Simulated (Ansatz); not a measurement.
# BrFH3Si2 radical: up Jacob's ladder to CCSD(T)

The task here is to estimate one member of a computed series from the others.

Program: Ansatz 0.2.0, Gaussian basis. Level of theory: functionals in def2-TZVPP, the program's frozen cores in correlated methods. These are calculated values, not measurements.

The runs, in order: LDA (SPW92), PBE-D4, revPBE-D4, BLYP-D4, r2SCAN-D4, B97M-V, PBE0-D4, B3LYP-D4, r2SCANh-D4, r2SCAN0-D4, HSE06-D4, BHLYP-D4, CAM-B3LYP-D4, LC-ωPBE, ωB97X-V, ωB97M-V, B2PLYP, PBE-QIDH; CCSD(T)/def2-SVP; CCSD(T)/def2-TZVPP; MP2/def2-QZVPP; extrapolation to the limit; RPA on PBE.

### Structure used throughout

An earlier PBE0-D4 in a triple-zeta def2 set relaxation fixed the geometry.

SMILES `F[Si]([SiH3])Br`, 7 atoms, charge 0, spin multiplicity 2.

Atoms are counted from 1 here; the program's logs count them from 0.

Bond lengths: F1–Si2 1.604 Å, Si2–Si3 2.359 Å, Si2–Br4 2.226 Å, Si3–H5 1.484 Å, Si3–H6 1.485 Å, Si3–H7 1.487 Å. Angles: F1–Si2–Si3 109.7°, F1–Si2–Br4 107.2°, Si3–Si2–Br4 108.8°, Si2–Si3–H5 106.6°, Si2–Si3–H6 108.5°, Si2–Si3–H7 111.1°, H5–Si3–H6 110.0°, H5–Si3–H7 110.4°, H6–Si3–H7 110.2°.

Set-up of the first run:

File in.yaml:

```yaml
crystal:
  periodic: [false, false, false]
  atoms:
    - {symbol: F, position_ang: [-0.117538, -2.215050, 0.950986]}
    - {symbol: Si, position_ang: [-0.941179, -0.952283, 0.403103]}
    - {symbol: Si, position_ang: [0.521081, 0.870769, 0.084370]}
    - {symbol: Br, position_ang: [-1.803280, -1.530601, -1.565505]}
    - {symbol: H, position_ang: [-0.302340, 1.986047, -0.445842]}
    - {symbol: H, position_ang: [1.099110, 1.247287, 1.399593]}
    - {symbol: H, position_ang: [1.605345, 0.525830, -0.872406]}
basis:
  gaussian: {orbitals: def2-TZVPP}
magnetization: {spin_polarized: true, initial_magnetization: 1}
hamiltonian: {xc: lda}
output: {orbitals: {seedname: orbitals}}
```

Command:

```
$ ansatz run in.yaml --threads 4 --pin off --events-out ev --progress --plain --max-ram 10444MiB
```

Among the steps run: LDA; PBE-D4 (GGA); revPBE-D4 (GGA); BLYP-D4 (GGA); r2SCAN-D4 (meta-GGA); B97M-V (meta-GGA); B3LYP-D4 (hybrid); r2SCANh-D4 (hybrid); r2SCAN0-D4 (hybrid); HSE06-D4 (hybrid); BHLYP-D4 (hybrid); CAM-B3LYP-D4 (range-separated); LC-ωPBE (range-separated); ωB97X-V (range-separated); ωB97M-V (range-separated); B2PLYP (double hybrid); PBE-QIDH (double hybrid).

One of the session's tables, all rows but one given; the rest of the session is left out.

It belongs to the step «Orbital energies across the functionals». 

| functional | HOMO (eV) | LUMO (eV) | gap (eV) |
| --- | --- | --- | --- |
| LDA (SPW92) | -5.24 | -4.26 | 0.98 |
| PBE-D4 | -5.25 | -3.86 | 1.38 |
| revPBE-D4 | -5.22 | -3.73 | 1.49 |
| BLYP-D4 | -5.04 | -3.86 | 1.18 |
| r2SCAN-D4 | -5.60 | -3.47 | 2.13 |
| B97M-V | -5.38 | -3.96 | 1.42 |
| PBE0-D4 | -6.38 | -3.02 | 3.36 |
| B3LYP-D4 | ? | ? | ? |
| r2SCANh-D4 | -6.01 | -3.18 | 2.83 |
| r2SCAN0-D4 | -6.64 | -2.75 | 3.88 |
| HSE06-D4 | -5.99 | -3.40 | 2.59 |
| BHLYP-D4 | -7.33 | -2.23 | 5.10 |
| CAM-B3LYP-D4 | -7.56 | -2.12 | 5.44 |
| LC-ωPBE | -8.95 | -0.77 | 8.18 |
| ωB97X-V | -8.46 | -1.24 | 7.22 |
| ωB97M-V | -8.08 | -1.42 | 6.66 |

Q: Estimate the row for B3LYP-D4 from the others.

Worked estimate for «HOMO (eV)». Against the share of exact exchange, BLYP-D4 (0, -5.04), BHLYP-D4 (0.5, -7.33) give a slope of -4.58 per unit share; at 0.2 the line stands at -5.96.

The run gave: HOMO (eV): -6.10; LUMO (eV): -3.38; gap (eV): 2.73. In «HOMO (eV)» the line misses by +0.14.
